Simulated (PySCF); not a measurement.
# [Er(NH3)2]3+: other functionals and bases at one geometry

An exercise on one series of results from a longer session: the logs are not shown, and one member is left open.

Program: PySCF 2.14.0. Level of theory: several levels, as the steps say, no spin–orbit coupling. These are calculated values, not measurements.

1 further run of the same task is left out (for a known fault of the program).

### Where the work starts

9 atoms, charge 3, spin multiplicity 1.

Bond lengths: Er1–N2 2.338 Å, Er1–N6 2.338 Å, N2–H3 1.054 Å, N2–H4 1.053 Å, N2–H5 1.053 Å, N6–H7 1.054 Å, N6–H8 1.052 Å, N6–H9 1.054 Å. Angles: N2–Er1–N6 111.0°, Er1–N2–H3 114.8°, Er1–N2–H4 116.3°, Er1–N2–H5 116.5°, H3–N2–H4 102.3°, H3–N2–H5 102.4°, H4–N2–H5 102.5°, Er1–N6–H7 115.5°, Er1–N6–H8 117.1°, Er1–N6–H9 115.0°, H7–N6–H8 102.5°, H7–N6–H9 102.2°, H8–N6–H9 102.5°.

As a file:

```
Er    0.8802    0.7255   -0.0001
N    -0.1382   -0.1201    1.9274
H     0.3604    0.1096    2.8270
H    -1.1182    0.2133    2.1216
H    -0.2383   -1.1665    1.9844
N    -0.1417   -0.1183   -1.9264
H     0.4348   -0.8022   -2.4832
H    -1.0484   -0.6355   -1.7993
H    -0.3912    0.6046   -2.6515
```

Formal oxidation states: Er +3. Each metal's 11 4f electrons lie in its core potential, so multiplicities, spins and levels count the valence alone. An earlier session relaxed this geometry at BP86, Er lcecp-1-SVP with ECP57, N def2-SVP, H def2-SVP (singlet, point group C1).

At BP86 on the finer grid: E = -150.155420 Eh, HOMO -24.77 eV, LUMO -19.10 eV, Mulliken charge on Er1 +1.99 e, largest force component 0.014 eV/Å. 

Levels to run: B3LYP; HF; revPBE; TPSSh; BP86, TZVP. Hardware: 2 threads of Intel Xeon Platinum 8488C (Sapphire Rapids), shared host.

The first run:

Contents of run.py (the lines that set the calculation):

```python
mol = gto.M(atom='''
Er     0.88022     0.72549    -0.00009
N     -0.13816    -0.12009     1.92739
H      0.36036     0.10965     2.82700
H     -1.11820     0.21333     2.12157
H     -0.23833    -1.16649     1.98441
N     -0.14174    -0.11830    -1.92638
H      0.43479    -0.80218    -2.48315
H     -1.04839    -0.63552    -1.79929
H     -0.39125     0.60459    -2.65145''',
    basis={'Er': 'lcecp-1-SVP', 'N': 'def2-SVP', 'H': 'def2-SVP'},
    ecp={'Er': 'lcecp-1-SVP'},
    charge=3, spin=0)
mf = dft.RKS(mol, xc='B3LYP')
mf.grids.atom_grid = (75, 302)  # f atoms: unpruned, at least (60, 302)
mf = mf.density_fit()  # fitting sets: Er AutoAux, N def2-universal-JKFIT, H def2-universal-JKFIT
mf.conv_tol = 1e-08; mf.max_cycle = 55
mf.kernel(dm0)  # dm0: the density of the relaxed state
```

Started as:

```sh
$ OMP_NUM_THREADS=2 python run.py
```

Among the steps run: B3LYP; HF; revPBE; TPSSh; BP86, TZVP.

One of the session's tables, all rows but one given; the rest of the session is left out.

| level | HOMO (eV) | gap (eV) | charge on Er1 (e) | dipole (D) | largest force component (eV/Å) |
| --- | --- | --- | --- | --- | --- |
| BP86 (relaxed here) | -24.77 | 5.67 | 1.99 | 4.10 | 0.01 |
| B3LYP | -25.86 | 7.11 | 2.05 | 3.86 | 0.36 |
| HF | -29.73 | 14.67 | 2.31 | 3.10 | 1.34 |
| revPBE | -24.65 | 5.42 | 2.00 | 4.06 | 0.14 |
| TPSSh | -25.34 | 6.69 | 2.07 | 3.85 | 0.35 |
| BP86, TZVP | ? | ? | ? | ? | ? |

Q: Estimate the row for BP86, TZVP from the others.

The run gave: HOMO (eV): -24.68; gap (eV): 5.63; charge on Er1 (e): 2.21; dipole (D): 4.10; largest force component (eV/Å): 0.34. In the column «HOMO (eV)» it lies between BP86 (relaxed here) (-24.77) and revPBE (-24.65).

The dipole of a charged species depends on the origin, so these sizes hold for this origin alone.

In one basis the HOMO–LUMO gap runs from 5.42 eV (revPBE) to 14.67 eV (HF). The largest leftover force, 1.34 eV/Å with HF, stands at a geometry relaxed at another level. With 4f in the core, its levels are missing from HOMO and gap, and its count is fixed, so no charge can pass from the ligands into it. Total energies of different levels can't be compared.
